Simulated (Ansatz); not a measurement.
# NaTl: response to strain

Aim: deform NaTl (equal xy, yz and zx engineering shear strains of -2 %) and compute stress, forces and field gradients with LAPW, PAW and all-electron datasets made for the crystal.

Computed with Ansatz 0.2.0 (DFT PBEsol, scalar-relativistic, unless a step's input says otherwise).

### Step 1. The system as given

Symmetry: Fd-3m, No. 227, cubic system. Conventional cell: a = 7.471 Å, b = 7.471 Å, c = 7.471 Å, α = 90.00°, β = 90.00°, γ = 90.00°. Around Na (site symmetry -43m) lie 4 Na at 3.23 Å and 4 Tl at 3.23 Å. Tl (site symmetry -43m) is surrounded by 4 Na at 3.23 Å and 4 Tl at 3.23 Å.

Coordinates:

```cif
data_structure
_symmetry_space_group_name_H-M 'Fd-3m:1'
_symmetry_Int_Tables_number 227
_cell_length_a 7.4706
_cell_length_b 7.4706
_cell_length_c 7.4706
_cell_angle_alpha 90.000
_cell_angle_beta 90.000
_cell_angle_gamma 90.000
_cell_volume 416.93
loop_
_atom_site_label
_atom_site_type_symbol
_atom_site_symmetry_multiplicity
_atom_site_Wyckoff_symbol
_atom_site_fract_x
_atom_site_fract_y
_atom_site_fract_z
_atom_site_occupancy
Na1 Na 8 a 0.50000 0.00000 0.50000 1
Tl1 Tl 8 b 0.00000 0.00000 0.50000 1
```

The file gives the conventional cell by its symmetry; the runs use the cell typed in the input.

Atoms are numbered in the order of the input: Na1, Na2, Tl3, Tl4.

### Step 2. After the deformation

Space group Fd-3m before, R-3m after.

### Step 3. Full-potential LAPW

File input.yaml:

```yaml
crystal:
  lattice:
    - [-0.074706, 3.697947, 3.697947]
    - [3.697947, -0.074706, 3.697947]
    - [3.697947, 3.697947, -0.074706]
  atoms:
    - { symbol: Na, position: [0.5, 0.5, 0.5] }
    - { symbol: Na, position: [0.75, 0.75, 0.75] }
    - { symbol: Tl, position: [0.0, 0.0, 0.0] }
    - { symbol: Tl, position: [0.25, 0.25, 0.25] }
kpoints:
  mp_grid: { grid: [10, 10, 10] }
  band_path:
    path:
      - [0.0, 0.0, 0.0]
      - [0.5, 0.5, 0.5]
      - [0.2551801333, 0.5, 0.7448198667]
      - [-0.2551801333, 0.2551801333, 0.5]
      - [0.0, 0.0, 0.5]
      - [0.0, 0.0, 0.0]
      - [-0.3775900666, 0.0, 0.3775900666]
      - [0.0, 0.3775900666, 0.6224099334]
      - [0.0, 0.5, 0.5]
    npoints: 5
scf:
  occupations: { method: fermi_dirac, width: 0.05 }
hamiltonian:
  xc: pbesol
  pseudopotentials: { kind: all_electron, lapw: { basis_error: 0.001 } }
output:
  forces: true
  stress: true
  eigenvalues: true
```

Launch:

```bash
ansatz run input.yaml --threads 1 --pin off --max-ram 4096MiB --backend cpu --events-out ev --progress --plain --runs-dir out
```

### Step 4. PAW with frozen cores

File input.yaml:

```yaml
crystal:
  lattice:
    - [-0.074706, 3.697947, 3.697947]
    - [3.697947, -0.074706, 3.697947]
    - [3.697947, 3.697947, -0.074706]
  atoms:
    - { symbol: Na, position: [0.5, 0.5, 0.5] }
    - { symbol: Na, position: [0.75, 0.75, 0.75] }
    - { symbol: Tl, position: [0.0, 0.0, 0.0] }
    - { symbol: Tl, position: [0.25, 0.25, 0.25] }
kpoints:
  mp_grid: { grid: [10, 10, 10] }
scf:
  occupations: { method: fermi_dirac, width: 0.05 }
hamiltonian:
  xc: pbesol
  pseudopotentials: { kind: paw }
output:
  forces: true
  stress: true
  eigenvalues: true
  efg: { contact_densities: true }
  write_density: true
  write_potential: true
  elf: true
  volumetric_format: npy
```

### Step 5. All-electron PAW on datasets made for the crystal

Edit input.yaml of step 4 so:

```diff
@@ -16,3 +16,3 @@
   xc: pbesol
-  pseudopotentials: { kind: paw }
+  pseudopotentials: { kind: all_electron, datasets: crystal }
 output:
@@ -22,5 +22 @@
   efg: { contact_densities: true }
-  write_density: true
-  write_potential: true
-  elf: true
-  volumetric_format: npy
```

(Steps that only read results are left out.)

**Question.** What will these runs give? Wanted: pressure; largest shear or deviatoric stress.

The runs gave:

| quantity | value |
| --- | --- |
| pressure | LAPW 0.14, PAW 0.14, crystal datasets 0.14 GPa |
| largest shear or deviatoric stress (LAPW) | 0.38 GPa |

**Reading.** The largest part of the stress beyond the pressure is 0.38 GPa in size; the atoms are carried along and not relaxed. No run of the undeformed cell stands beside it, so pressure and stress hold what the given cell had before the change, as far as its symmetry allows. PAW: stress within 0.01 GPa of LAPW. Crystal datasets: stress within 0.01 GPa of LAPW. Spin-orbit coupling is left out, though the cell holds Tl; in elements this heavy it can shift bands and gaps by tenths of an eV.
